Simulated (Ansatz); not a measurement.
**Sn(NH2)Me3 (C₃H₁₁NSn): reading failed and doubtful runs**

Aim: try 1 input for Sn(NH2)Me3 (C₃H₁₁NSn) as typed, read how each ends, and find what has to change.

Computed with Ansatz 0.2.0, Gaussian basis. Level: the settings change from run to run.

2 further runs of the same task are left out: 2 set aside as unsound or not needed.

## (1) The relaxed structure

An earlier PBE0-D4/def2-SVP relaxation fixed the geometry. Sn takes a core potential in def2 sets; no spin-orbit term is included.

16 atoms, charge 0, spin multiplicity 1.

Atoms are counted from 1 here; the program's logs count them from 0.

Bond lengths: Sn1–N2 2.057 Å, Sn1–C5 2.148 Å, Sn1–C9 2.160 Å, Sn1–C13 2.148 Å, N2–H3 1.019 Å, N2–H4 1.019 Å, C5–H6 1.100 Å, C5–H7 1.099 Å, C5–H8 1.100 Å, C9–H10 1.100 Å, C9–H11 1.100 Å, C9–H12 1.100 Å, C13–H14 1.100 Å, C13–H15 1.099 Å, C13–H16 1.100 Å. Angles: N2–Sn1–C5 105.2°, N2–Sn1–C9 113.3°, N2–Sn1–C13 105.3°, C5–Sn1–C9 110.7°, C5–Sn1–C13 111.5°, C9–Sn1–C13 110.6°, Sn1–N2–H3 113.3°, Sn1–N2–H4 113.2°, H3–N2–H4 106.6°, Sn1–C5–H6 110.5°, Sn1–C5–H7 109.5°, Sn1–C5–H8 110.9°, H6–C5–H7 108.8°, H6–C5–H8 108.4°, H7–C5–H8 108.7°, Sn1–C9–H10 110.1°, Sn1–C9–H11 110.5°, Sn1–C9–H12 110.5° and more.

Geometry (Å):

```csv
atom,x (Å),y (Å),z (Å)
Sn1,0.0105,-0.0231,0.1249
N2,0.1100,-0.2119,2.1709
H3,-0.8048,-0.2362,2.6188
H4,0.6329,0.5393,2.6186
C5,2.0531,-0.0122,-0.5403
H6,2.1016,-0.1045,-1.6350
H7,2.5898,-0.8588,-0.0892
H8,2.5556,0.9211,-0.2474
C9,-1.0107,1.7677,-0.5209
H10,-1.0422,1.8103,-1.6199
H11,-0.4885,2.6625,-0.1519
H12,-2.0430,1.7810,-0.1418
C13,-1.0296,-1.7744,-0.5570
H14,-2.0585,-1.7925,-0.1693
H15,-0.5048,-2.6737,-0.2048
H16,-1.0713,-1.7946,-1.6556
```

## (2) Try 1

in.yaml reads:

```yaml
crystal:
  periodic: [false, false, false]
  atoms:
    - {symbol: Sn, position_ang: [-0.050799, -0.087988, 0.045438]}
    - {symbol: N, position_ang: [0.099875, -0.090249, 2.193152]}
    - {symbol: H, position_ang: [-0.857399, -0.213045, 2.618054]}
    - {symbol: H, position_ang: [0.576662, 0.499941, 2.644296]}
    - {symbol: C, position_ang: [2.094368, -0.078188, -0.476094]}
    - {symbol: H, position_ang: [1.951356, -0.146746, -1.585987]}
    - {symbol: H, position_ang: [2.549537, -0.926226, -0.132213]}
    - {symbol: H, position_ang: [2.378696, 1.016575, -0.264265]}
    - {symbol: C, position_ang: [-0.995995, 1.780217, -0.441506]}
    - {symbol: H, position_ang: [-0.945251, 1.779054, -1.619215]}
    - {symbol: H, position_ang: [-0.532928, 2.686915, -0.050660]}
    - {symbol: H, position_ang: [-1.970805, 1.777271, -0.086474]}
    - {symbol: C, position_ang: [-1.076380, -1.814941, -0.668351]}
    - {symbol: H, position_ang: [-2.002909, -1.850335, -0.202574]}
    - {symbol: H, position_ang: [-0.657502, -2.772262, -0.152962]}
    - {symbol: H, position_ang: [-1.206794, -1.741293, -1.712154]}
basis:
  gaussian: {orbitals: def2-TZVP}
hamiltonian: {xc: {name: HF}}
correlation: {method: mp2, frozen_orbitals: {Sn: 0}}
output: {forces: true}
```

Started as:

```sh
$ ansatz run in.yaml --threads 4 --pin off --events-out ev --progress --plain --max-ram 8704MiB
```

Before running them: what should the planned runs give, taken together?

**Answer**, as computed:

| try | level | ended | cause | time |
| --- | --- | --- | --- | --- |
| 1 | MP2/def2-TZVP | refused | frozen orbitals are typed for one element alone, and the program wants a count for each | 0.05 s |

1 refused. A refusal costs next to no computing time.
